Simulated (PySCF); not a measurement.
# C₆H₄N₂O: excited states, first hyperpolarisability

Wanted: excited states, first hyperpolarisability for C₆H₄N₂O (`N#Cc1cc[n+]([O-])cc1`).

Programs: PySCF 2.14.0, with routines of our own; each step states its level. All values are computed. Atoms count from 0.

## Step 1: The starting structure

13 atoms, charge 0, multiplicity 1; geometry from: GFN2-xTB.

## Step 2: Optimising the geometry at PBE0-D3(BJ)/def2-SVP

The job: settings as JSON, then the geometry in Å.

```
{"job": {"xc": "PBE0", "basis": "def2-SVP", "d3": "d3bj", "grid": 2, "kind": "geom"}, "charge": 0, "multiplicity": 1}
N      3.609532    -0.571833    -0.077676
C      2.477504    -0.392535    -0.052701
C      1.084730    -0.171792    -0.022968
C      0.184663    -1.242332    -0.003620
C     -1.162596    -0.997679     0.022955
N     -1.665930     0.263856     0.030722
O     -2.898387     0.459138     0.052705
C     -0.797575     1.308148     0.014204
C      0.559317     1.124486    -0.011657
H      0.545809    -2.258897    -0.009250
H     -1.901359    -1.784390     0.039360
H     -1.257123     2.284747     0.023295
H      1.217028     1.979568    -0.023097
```

Command:

```console
> OMP_NUM_THREADS=1 python excited_run.py task.json out
```

One launch serves the whole session: the jobs run in the order shown.

The log of the run:

```text
step   0  E = -414.92015092  max force = 0.034627
step   1  E = -414.92192539  max force = 0.002633
step   2  E = -414.92193466  max force = 0.000536
step   3  E = -414.92193644  max force = 0.000483
step   4  E = -414.92193761  max force = 0.000191
optimisation converged
```

It took 36 s on 1 thread of Arm Neoverse V2, shared host; peak memory 0.72 GiB.

Along the way:

```csv
step,energy from step 0 (eV),largest force component (eV/Å)
0,0.0000,1.7806
1,-0.0483,0.1354
2,-0.0485,0.0276
3,-0.0486,0.0248
4,-0.0486,0.0098
```

Close pairs (by a distance rule), those that changed most:

```csv
bond,before (Å),after (Å),change (Å)
N5–C7,1.358,1.374,+0.016
C4–N5,1.358,1.374,+0.016
C1–C2,1.410,1.426,+0.016
N0–C1,1.146,1.160,+0.014
C8–H12,1.079,1.091,+0.012
C3–H9,1.079,1.091,+0.012
C4–H10,1.079,1.089,+0.010
C7–H11,1.079,1.089,+0.010
```

The next job starts from the end point, and lists it.

```csv
at the end point,value
point group (found at 0.08 Å tolerance),C2v
"rotational constants (GHz, main isotopes)","5.883, 1.019, 0.869"
dipole moment (D),1.04
```

## Step 3: Excited states: TDA CAM-B3LYP/def2-TZVP

The job: settings as JSON, then the geometry in Å.

```
{"job": {"kind": "states", "xc": "CAM-B3LYP", "basis": "def2-TZVP", "tda": true, "soc": true, "nstates": 6, "ntriplets": 5, "nquad": 4}, "charge": 0, "multiplicity": 1}
N      3.865961    -0.317996    -0.293280
C      2.720364    -0.136888    -0.269720
C      1.311973     0.085503    -0.240924
C      0.404377    -0.985032    -0.221771
C     -0.951043    -0.750657    -0.193968
N     -1.463340     0.524272    -0.183965
O     -2.690664     0.717473    -0.158655
C     -0.582874     1.579007    -0.202616
C      0.778770     1.383849    -0.230567
H      0.760333    -2.016209    -0.228635
H     -1.715080    -1.526705    -0.177904
H     -1.070342     2.552940    -0.193046
H      1.435345     2.254947    -0.244492
```

Level: TDA CAM-B3LYP/def2-TZVP excited states, vertical, gas phase, spin-orbit mean-field couplings.

The log of the run:

```text
coarse grid: 12208 points
cycle   1  E = -415.4335845487  dE =  2.093e+00  |g| = 1.031e+00  |ddm| = 3.382e+00
cycle   2  E = -414.7618812759  dE =  6.717e-01  |g| = 2.127e+00  |ddm| = 3.210e+00
cycle   3  E = -415.6411187573  dE = -8.792e-01  |g| = 2.199e-01  |ddm| = 2.356e+00
cycle   4  E = -415.6473732284  dE = -6.254e-03  |g| = 1.623e-01  |ddm| = 3.694e-01
cycle   5  E = -415.6530312913  dE = -5.658e-03  |g| = 1.720e-02  |ddm| = 1.480e-01
cycle   6  E = -415.6530787798  dE = -4.749e-05  |g| = 1.134e-02  |ddm| = 2.598e-02
cycle   7  E = -415.6531027664  dE = -2.399e-05  |g| = 4.543e-03  |ddm| = 1.210e-02
cycle   8  E = -415.6531075935  dE = -4.827e-06  |g| = 1.060e-03  |ddm| = 6.422e-03
final grid: 121928 points
cycle   9  E = -415.6457704391  dE = -3.735e-05  |g| = 4.540e-03  |ddm| = 8.844e-02
cycle  10  E = -415.6457669225  dE =  3.517e-06  |g| = 6.420e-03  |ddm| = 8.052e-03
cycle  11  E = -415.6457745622  dE = -7.640e-06  |g| = 1.182e-03  |ddm| = 5.069e-03
cycle  12  E = -415.6457747980  dE = -2.358e-07  |g| = 3.033e-04  |ddm| = 1.250e-03
cycle  13  E = -415.6457748126  dE = -1.456e-08  |g| = 1.578e-04  |ddm| = 4.774e-04
cycle  14  E = -415.6457748180  dE = -5.352e-09  |g| = 5.499e-05  |ddm| = 1.384e-04
cycle  15  E = -415.6457748186  dE = -6.188e-10  |g| = 2.050e-05  |ddm| = 8.493e-05
converged SCF energy = -415.6457748186

Singlet excitations
state   eV       nm        f     d(h-e)  d(exc)  Lambda  PR(NTO)  |dmu|/D   mu/D   main configurations
  1   4.1802   296.6   0.00000   1.837   3.040   0.356   1.001    3.918    4.778   H-1->L 0.94
  2   4.5229   274.1   0.01211   0.566   3.005   0.539   1.500    0.617    1.477   H->L+1 0.79, H-2->L 0.20
  3   5.0743   244.3   0.59647   0.578   3.222   0.797   1.303    0.307    1.167   H->L 0.87
  4   5.7992   213.8   0.00020   2.265   3.211   0.239   1.004    2.782    3.642   H-1->L+1 0.99
  5   6.3061   196.6   0.32845   0.521   2.958   0.561   1.696                     H-2->L 0.73, H->L+1 0.18
  6   6.4783   191.4   0.00000   1.628   3.391   0.338   1.208                     H-4->L 0.81, H-4->L+4 0.09

Triplet excitations (Tamm-Dancoff)
state   eV     d(h-e)  d(exc)  Lambda  PR(NTO)   main configurations
  1   2.3060   0.558   3.048   0.803   1.055   H->L 0.95
  2   3.8184   1.807   3.003   0.355   1.002   H-1->L 0.93
  3   3.8299   0.716   2.975   0.529   1.052   H->L+1 0.96
  4   4.6824   0.169   2.450   0.890   1.130   H-2->L+1 0.93
  5   4.7184   0.042   2.810   0.580   1.047   H-2->L 0.97
S1 - T1 = 1.8742 eV

Spin-orbit couplings |<S|Hso|T>| (cm-1)
             T1       T2       T3       T4       T5
S0        0.002   52.146    0.131    0.000    0.070
S1       43.843    0.000    0.218    8.168    1.243
S2        0.018    0.637    0.000    0.024    0.000
S3        0.000   43.954    0.052    0.000    0.032
S4        0.038    0.336   41.227    1.041    7.295
S5        0.063    0.148    0.000    0.063    0.000
S6        4.171    0.003    0.626    0.599    0.694
T1 sublevels (cm-1): 0.000 0.000 0.032   radiative rates (1/s): 2.09e-07 0.000247 1.42e-07
```

Wall time 58 s (1 thread of Arm Neoverse V2, shared host); peak memory 1.2 GiB.

In short:

```csv
quantity,value
S1 less T1,1.87 eV
```

## Step 4: Excited states: TDDFT CAM-B3LYP/aug-cc-pVDZ

The job, as its differences from that of step 3:

```diff
@@ -1,2 +1,2 @@
-{"job": {"kind": "states", "xc": "CAM-B3LYP", "basis": "def2-TZVP", "tda": true, "soc": true, "nstates": 6, "ntriplets": 5, "nquad": 4}, "charge": 0, "multiplicity": 1}
+{"job": {"kind": "states", "xc": "CAM-B3LYP", "basis": "aug-cc-pVDZ", "tpa": true, "nstates": 8, "nquad": 6, "ntriplets": 0}, "charge": 0, "multiplicity": 1}
 N      3.865961    -0.317996    -0.293280
```

Method: TDDFT CAM-B3LYP/aug-cc-pVDZ excited states, vertical, gas phase, two-photon moments by quadratic response.

The log of the run:

```text
coarse grid: 12208 points
cycle   1  E = -415.2964731014  dE =  2.140e+00  |g| = 9.829e-01  |ddm| = 2.593e+01
cycle   2  E = -414.6615943514  dE =  6.349e-01  |g| = 2.033e+00  |ddm| = 7.444e+00
cycle   3  E = -415.4979869268  dE = -8.364e-01  |g| = 2.082e-01  |ddm| = 5.290e+00
cycle   4  E = -415.5041299494  dE = -6.143e-03  |g| = 1.461e-01  |ddm| = 1.009e+00
cycle   5  E = -415.5090043612  dE = -4.874e-03  |g| = 1.479e-02  |ddm| = 3.975e-01
cycle   6  E = -415.5090365978  dE = -3.224e-05  |g| = 1.099e-02  |ddm| = 1.494e-01
cycle   7  E = -415.5090608985  dE = -2.430e-05  |g| = 3.693e-03  |ddm| = 5.419e-02
cycle   8  E = -415.5090643724  dE = -3.474e-06  |g| = 9.660e-04  |ddm| = 1.820e-02
final grid: 121928 points
cycle   9  E = -415.5376533629  dE = -1.705e-05  |g| = 3.644e-03  |ddm| = 5.501e-01
cycle  10  E = -415.5376515587  dE =  1.804e-06  |g| = 4.955e-03  |ddm| = 5.113e-02
cycle  11  E = -415.5376565643  dE = -5.006e-06  |g| = 1.027e-03  |ddm| = 1.516e-02
cycle  12  E = -415.5376567639  dE = -1.995e-07  |g| = 2.020e-04  |ddm| = 3.549e-03
cycle  13  E = -415.5376567701  dE = -6.203e-09  |g| = 1.296e-04  |ddm| = 1.844e-03
cycle  14  E = -415.5376567739  dE = -3.815e-09  |g| = 3.780e-05  |ddm| = 4.997e-04
cycle  15  E = -415.5376567742  dE = -2.967e-10  |g| = 1.239e-05  |ddm| = 1.864e-04
converged SCF energy = -415.5376567742

Singlet excitations
state   eV       nm        f     d(h-e)  d(exc)  Lambda  PR(NTO)  |dmu|/D   mu/D   delta(TPA)   sigma/GM   main configurations
  1   4.1818   296.5   0.00000   1.830   3.066   0.352   1.002    3.972    4.782        0.10      0.001   H-1->L 0.94
  2   4.4319   279.8   0.00992   0.551   3.019   0.533   1.486    0.751    1.562        1.94      0.014   H->L+1 0.84, H-2->L 0.14
  3   4.5223   274.2   0.40548   0.521   3.218   0.767   1.311    0.372    1.183       26.21      0.196   H->L 0.94
  4   5.7918   214.1   0.00056   2.249   3.233   0.242   1.005    2.859    3.670        0.35      0.004   H-1->L+1 0.99
  5   5.9044   210.0   0.21616   0.281   2.966   0.557   1.469    1.002    1.813        0.58      0.007   H-2->L 0.82, H->L+1 0.14
  6   5.9843   207.2   0.00016   0.586   4.475   0.208   1.022    0.002    0.810       79.81      1.047   H->L+2 0.89
  7   6.4534   192.1   0.00000   1.478   3.448   0.318   1.310                                            H-4->L 0.76, H->L+8 0.08
  8   6.5517   189.2   0.00000   0.244   4.907   0.121   1.072                                            H->L+3 0.87
```

It took 52 s on 1 thread of Arm Neoverse V2, shared host; peak memory 1 GiB.

## Step 5: First hyperpolarisability: quadratic response CAM-B3LYP/aug-cc-pVDZ

The job, as its differences from that of step 4:

```diff
@@ -1,2 +1,2 @@
-{"job": {"kind": "states", "xc": "CAM-B3LYP", "basis": "aug-cc-pVDZ", "tpa": true, "nstates": 8, "nquad": 6, "ntriplets": 0}, "charge": 0, "multiplicity": 1}
+{"job": {"kind": "beta", "xc": "CAM-B3LYP", "basis": "aug-cc-pVDZ"}, "charge": 0, "multiplicity": 1}
 N      3.865961    -0.317996    -0.293280
```

Method: quadratic response CAM-B3LYP/aug-cc-pVDZ first hyperpolarisability, Taylor convention, gas phase.

The log of the run:

```text
coarse grid: 12208 points
cycle   1  E = -415.2964731014  dE =  2.140e+00  |g| = 9.829e-01  |ddm| = 2.593e+01
cycle   2  E = -414.6615943514  dE =  6.349e-01  |g| = 2.033e+00  |ddm| = 7.444e+00
cycle   3  E = -415.4979869268  dE = -8.364e-01  |g| = 2.082e-01  |ddm| = 5.290e+00
cycle   4  E = -415.5041299494  dE = -6.143e-03  |g| = 1.461e-01  |ddm| = 1.009e+00
cycle   5  E = -415.5090043612  dE = -4.874e-03  |g| = 1.479e-02  |ddm| = 3.975e-01
cycle   6  E = -415.5090365978  dE = -3.224e-05  |g| = 1.099e-02  |ddm| = 1.494e-01
cycle   7  E = -415.5090608985  dE = -2.430e-05  |g| = 3.693e-03  |ddm| = 5.419e-02
cycle   8  E = -415.5090643724  dE = -3.474e-06  |g| = 9.660e-04  |ddm| = 1.820e-02
final grid: 121928 points
cycle   9  E = -415.5376533629  dE = -1.705e-05  |g| = 3.644e-03  |ddm| = 5.501e-01
cycle  10  E = -415.5376515587  dE =  1.804e-06  |g| = 4.955e-03  |ddm| = 5.113e-02
cycle  11  E = -415.5376565643  dE = -5.006e-06  |g| = 1.027e-03  |ddm| = 1.516e-02
cycle  12  E = -415.5376567639  dE = -1.995e-07  |g| = 2.020e-04  |ddm| = 3.549e-03
cycle  13  E = -415.5376567701  dE = -6.203e-09  |g| = 1.296e-04  |ddm| = 1.844e-03
cycle  14  E = -415.5376567739  dE = -3.815e-09  |g| = 3.780e-05  |ddm| = 4.997e-04
cycle  15  E = -415.5376567742  dE = -2.967e-10  |g| = 1.239e-05  |ddm| = 1.864e-04
converged SCF energy = -415.5376567742

Lowest singlets (eV, f): 4.1818 0.0000  4.4319 0.0099  4.5223 0.4055

First hyperpolarisability (au)
process     nm      |vector|   parallel      HRS      DR
static         -      431.24     258.74      187.6   4.301
shg       1907.0      463.91     278.34     201.36   4.342
eope      1907.0      441.60     264.96          -       -
shg       1064.0      558.20     334.92     240.85   4.453
eope      1064.0      466.40     279.84          -       -
```

It took 39 s on 1 thread of Arm Neoverse V2, shared host; peak memory 0.94 GiB.

## Step 6: Outcome

| quantity | value |
| --- | --- |
| point group | C2v |
| rotational constants (main isotopes) | 5.88, 1.02, 0.87 GHz |
| S1 less T1 (step 3, TDA CAM-B3LYP/def2-TZVP) | 1.87 eV |
| β vector (step 5, quadratic response CAM-B3LYP/aug-cc-pVDZ) | static 431, SHG 1907.0 nm 464, SHG 1064.0 nm 558 au |

In words: Relaxing lowered the energy by 0.049 eV in 4 steps; the close pair that moved most is N5–C7, from 1.358 to 1.374 Å. No frequency check was run at this level, so the end point may be a saddle. In step 3, the number of triplets below S1 is 3, and the largest singlet-triplet spin-orbit coupling is S0–T2, 52.15 cm⁻¹. β grows from 431 au (static) to 558 au for doubling at 1064.0 nm: normal dispersion, which grows as twice the photon energy moves toward the bright states.
